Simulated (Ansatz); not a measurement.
# Ti3N3F: the cost of one run

Computed with Ansatz 0.2.0 (DFT PBE, scalar-relativistic, plane waves, PAW, unless a step's input says otherwise).

8 further runs of the same task are left out: 1 for a known fault of the program, 7 set aside as unsound or not needed. Runs told in other sessions of the task aren't counted.

### 1 The system as given

The structure is orthorhombic, space group Pmm2 (No. 25). The conventional cell has a = 3.003 Å, b = 3.003 Å, c = 19.758 Å, α = 90.00°, β = 90.00°, γ = 90.00°. Ti (site symmetry mm2) has 5 N at 2.04 to 2.12 Å in its first shell of neighbours. Around N (site symmetry mm2) lie 5 Ti at 2.07 to 2.12 Å. Ti (site symmetry mm2) is surrounded by 6 N at 2.07 to 2.19 Å. N (site symmetry mm2) is surrounded by 6 Ti at 2.02 to 2.12 Å. Around Ti (site symmetry mm2) lie 5 N at 2.02 to 2.13 Å and 2 F at 2.59 Å. N (site symmetry mm2) is surrounded by 5 Ti at 2.13 to 2.19 Å. F (site symmetry mm2) is surrounded by 2 N at 2.43 Å and 2 Ti at 2.59 Å.

Structure file:

```
Ti N F
1.0
     3.00286    0.00000    0.00000
     0.00000    3.00286    0.00000
     0.00000    0.00000   19.75849
Ti N F
3 3 1
Direct
  0.50000 0.50000 0.20244
  0.00000 0.00000 0.30725
  0.50000 0.50000 0.40768
  0.00000 0.00000 0.20244
  0.50000 0.50000 0.30557
  0.00000 0.00000 0.41797
  0.00000 0.50000 0.51443
```

This is the geometry of the first run shown, built on a cell relaxed beforehand with the same method.

### 2 Plan of the line

Atoms count from 1 in the order of the input.

F is moved over the surface cell; relaxed at each place: the height of the adsorbate's atoms; substrate rigid; the origin of the map has the adsorbate above N6.

First coordinate, position of F7 along the first surface vector, from above N6: 8 values from 0.000 to 0.875, periodic. Second coordinate, position of F7 along the second surface vector, from above N6: 8 values from 0.000 to 0.875, periodic.

Relaxed at each point: the height of the adsorbate's atoms; substrate rigid. Points are written as (first, second).

The two vectors of the plane (Å): (3.003, 0.000, 0.000); (0.000, 3.003, 0.000).

### 3 Point (0/8, 4/8) of the map's two axes

Input file input.yaml:

```yaml
crystal:
  lattice:
    - [3.0028555063, 0.0, 0.0]
    - [0.0, 3.0028555063, 0.0]
    - [0.0, 0.0, 19.7584944394]
  atoms:
    - { symbol: Ti, position: [0.5, 0.5, 0.2024445745] }
    - { symbol: "N", position: [0.0, 0.0, 0.2024445745] }
    - { symbol: Ti, position: [0.0, 0.0, 0.3072496205] }
    - { symbol: "N", position: [0.5, 0.5, 0.3055678855] }
    - { symbol: Ti, position: [0.5, 0.5, 0.4076776406] }
    - { symbol: "N", position: [0.0, 0.0, 0.4179718482] }
    - { symbol: F, position: [0.0, 0.5, 0.5144283251] }
basis:
  ecutwfc: 420
kpoints:
  mp_grid: { grid: [9, 9, 1] }
hamiltonian:
  xc: pbe
  pseudopotentials: { kind: paw, azcp: { folder: soft_1 } }
scf:
  occupations: { method: gaussian, width: 0.1 }
output:
  forces: true
  eigenvalues: true
relax:
  adjacent_minimum: "off"
  f_tol: 0.025
  max_steps: 16
  constraints: [{ sites: [0, 1, 2, 3, 4, 5] }, { sites: [6], fix: xy }]
efield:
  axis: 3
  dipole_correction: true
  ramp_width: 0.04
```

Launch:

```sh
$ ansatz run input.yaml --threads 2 --pin off --max-ram 6144MiB --backend cpu --events-out ev --progress --plain --runs-dir out
```

What time and memory should one allow on 2 threads of Intel Xeon 6975P-C (Granite Rapids), shared host?

About 26 s, with a peak of 0.55 GiB.
